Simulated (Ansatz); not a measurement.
Consider vertical spin-state energies of BrH3NSi, SMILES N[SiH]Br (Ansatz 0.2.0, Python API).

The script, `run_spin.py`:
```python
import ansatz as az

BASIS_SET = "def2-SVP"
METHOD = "ccsd_t"

geometry_ang = [
    ("N", (-0.8269, 0.2511, -0.4579)),
    ("Si", (-0.0676, -0.3923, 0.86)),
    ("Br", (1.6639, -1.3909, -0.0369)),
    ("H", (-0.2454, 1.0841, -0.8251)),
    ("H", (-0.8939, -0.3884, -1.2472)),
    ("H", (0.412, 0.7724, 1.6609)),
]
molecule = az.Crystal.molecule()
for symbol, xyz in geometry_ang:
    molecule = molecule.atom(symbol, xyz)

calculation = (
    molecule.calculation()
    .basis(gaussian=BASIS_SET)
    .correlation(METHOD)
)
found = {}
for unpaired in [1, 3, 5]:
    report = calculation.spin("collinear", total=unpaired).run(threads=1, pin="off").report
    s = unpaired / 2
    found[unpaired] = report["free_energy_ev"]
    print(f"2S+1 = {unpaired + 1}: E = {found[unpaired]:.5f} eV, <S^2> = {abs(report['mean_field']['state']['spin_squared']):.3f} (pure state {s * (s + 1):.2f})")
lowest = min(found, key=found.get)
for unpaired, e in found.items():
    print(f"multiplicity {unpaired + 1}: {(e - found[lowest]):.3f} eV above the lowest")
```

Which spin state is lowest at this geometry, and how far above lie the others?

In order: multiplicity 2 (+0.00 eV), multiplicity 4 (+6.70 eV) and multiplicity 6 (+14.39 eV), all at the one geometry.

What the script printed:

```console
$ python run_spin.py
2S+1 = 2: E = -79392.78305 eV, <S^2> = 0.753 (pure state 0.75)
2S+1 = 4: E = -79386.08572 eV, <S^2> = 3.762 (pure state 3.75)
2S+1 = 6: E = -79378.39311 eV, <S^2> = 8.770 (pure state 8.75)
multiplicity 2: 0.000 eV above the lowest
multiplicity 4: 6.697 eV above the lowest
multiplicity 6: 14.390 eV above the lowest
```

Total energies depend on the basis set; only differences at equal settings carry meaning. The geometry is a force-field or estimated start, not a minimum of this method, and the basis set is short of its limit. All parts are taken at fixed geometry, without zero-point energy. The species is open-shell (spin multiplicity 2). S² is that of the Hartree-Fock reference. It ran for 2.7 min on 1 thread of Intel(R) Xeon(R) Processor @ 2.30GHz (shared host), peak memory 0.52 GiB.
